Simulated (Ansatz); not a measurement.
# AlH3Se: how energies converge with the basis set

One table from this session's results is given with a row withheld; the runs are named, their logs left out.

Computed with Ansatz 0.2.0, Gaussian basis. Level: one geometry, several basis sets.

The runs, in order: PBE0-D4/def2-SVP; ωB97M-V/def2-SVP; PBE0-D4/def2-QZVPP; ωB97M-V/def2-QZVPP; the functionals' def2-TZVPP values are taken from earlier runs.

## The relaxed structure

An earlier PBE0-D4 in a triple-zeta def2 set relaxation fixed the geometry.

5 atoms, charge 0, spin multiplicity 1.

Atoms are counted from 1 here; the program's logs count them from 0.

Bond lengths: Al1–Se2 2.314 Å, Al1–H3 1.579 Å, Al1–H4 1.580 Å, Se2–H5 1.469 Å. Angles: Se2–Al1–H3 116.3°, Se2–Al1–H4 119.2°, H3–Al1–H4 124.5°, Al1–Se2–H5 92.2°.

As a file:

```mol
AlH3Se
  3D, bonds by distance, orders not assigned

  5  4  0  0  0  0  0  0  0  0999 V2000
   -0.4352   -0.5307    0.1668 Al  0  0
    0.8703    1.3466    0.5229 Se  0  0
   -1.2368   -1.0727    1.4151 H   0  0
   -0.4741   -1.1810   -1.2728 H   0  0
    1.3256    1.3641   -0.8735 H   0  0
  1  2  8  0
  1  3  8  0
  1  4  8  0
  2  5  8  0
M  END
```

The first run:

Input file in.yaml:

```yaml
crystal:
  periodic: [false, false, false]
  atoms:
    - {symbol: Al, position_ang: [-0.435238, -0.530732, 0.166825]}
    - {symbol: Se, position_ang: [0.870291, 1.346572, 0.522905]}
    - {symbol: H, position_ang: [-1.236754, -1.072666, 1.415089]}
    - {symbol: H, position_ang: [-0.474100, -1.180966, -1.272771]}
    - {symbol: H, position_ang: [1.325602, 1.364093, -0.873549]}
basis:
  gaussian: {orbitals: def2-SVP}
hamiltonian: {xc: pbe0, dispersion: d4}
output: {orbitals: {seedname: orbitals}}
```

Run with:

```sh
> ansatz run in.yaml --threads 2 --pin off --events-out ev --progress --plain --max-ram 32768MiB --backend cpu
```

Steps of the session up to this table: PBE0-D4 in def2-SVP; ωB97M-V in def2-SVP; PBE0-D4 in def2-QZVPP; ωB97M-V in def2-QZVPP.

One table of the session follows, with a row left open; its other results are not shown here.

It belongs to the step «Density functionals: the series». 

| functional | basis | HOMO (eV) | LUMO (eV) |
| --- | --- | --- | --- |
| PBE0-D4 | def2-SVP | -7.37 | -1.46 |
| PBE0-D4 | def2-TZVPP | -7.45 | -1.50 |
| PBE0-D4 | def2-QZVPP | ? | ? |
| ωB97M-V | def2-SVP | -9.45 | 0.25 |
| ωB97M-V | def2-TZVPP | -9.56 | 0.13 |
| ωB97M-V | def2-QZVPP | -9.57 | -0.01 |

Estimate the missing values for PBE0-D4, def2-QZVPP.

As computed: HOMO (eV): -7.45; LUMO (eV): -1.52.
